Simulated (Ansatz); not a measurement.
# YSi2: the cost of one run

Method: DFT PBEsol, scalar-relativistic, in Ansatz 0.2.0.

## 1. Starting point

Symmetry: P6/mmm, No. 191, hexagonal system. Conventional cell: a = 3.830 Å, b = 3.830 Å, c = 4.140 Å, α = 90.00°, β = 90.00°, γ = 120.00°. Around Y (site symmetry 6/mmm) lie 12 Si at 3.03 Å. Si (site symmetry -6m2) has 3 Si at 2.21 Å and 6 Y at 3.03 Å in its first shell of neighbours.

Structure file:

```
Y Si
1.0
     3.83000    0.00000    0.00000
    -1.91500    3.31688    0.00000
     0.00000    0.00000    4.14000
Y Si
1 2
Direct
  0.00000 0.00000 0.00000
  0.33333 0.66667 0.50000
  0.66667 0.33333 0.50000
```

Atoms are numbered in the order of the input: Y1, Si2, Si3.

## 2. After the deformation

Space group P6/mmm before, P6/mmm after.

## 3. LAPW, all electrons

Contents of input.yaml:

```yaml
crystal:
  lattice:
    - [3.8300011707, 0.0, 0.0]
    - [-1.9150005853, 3.3168783103, 0.0]
    - [0.0, 0.0, 4.1814]
  atoms:
    - { symbol: "Y", position: [0.0, 0.0, 0.0] }
    - { symbol: Si, position: [0.3333333333, 0.6666666667, 0.5] }
    - { symbol: Si, position: [0.6666666667, 0.3333333333, 0.5] }
kpoints:
  mp_grid: { grid: [12, 12, 10] }
  band_path:
    path:
      - [0.0, 0.0, 0.0]
      - [0.5, 0.0, 0.0]
      - [0.3333333333, 0.3333333333, 0.0]
      - [0.0, 0.0, 0.0]
      - [0.0, 0.0, 0.5]
      - [0.5, 0.0, 0.5]
      - [0.3333333333, 0.3333333333, 0.5]
      - [0.0, 0.0, 0.5]
      - [0.5, 0.0, 0.5]
    npoints: 5
scf:
  occupations: { method: fermi_dirac, width: 0.05 }
hamiltonian:
  xc: pbesol
  pseudopotentials: { kind: all_electron, lapw: { basis_error: 0.001 } }
output:
  forces: true
  stress: true
  eigenvalues: true
```

Run with:

```
> ansatz run input.yaml --threads 1 --pin off --max-ram 4096MiB --backend cpu --events-out ev --progress --plain --runs-dir out
```

**Question.** How long does this run take on 1 thread of Arm Neoverse V2, shared host, and how much memory does it need?

About 46 s, with a peak of 0.54 GiB.
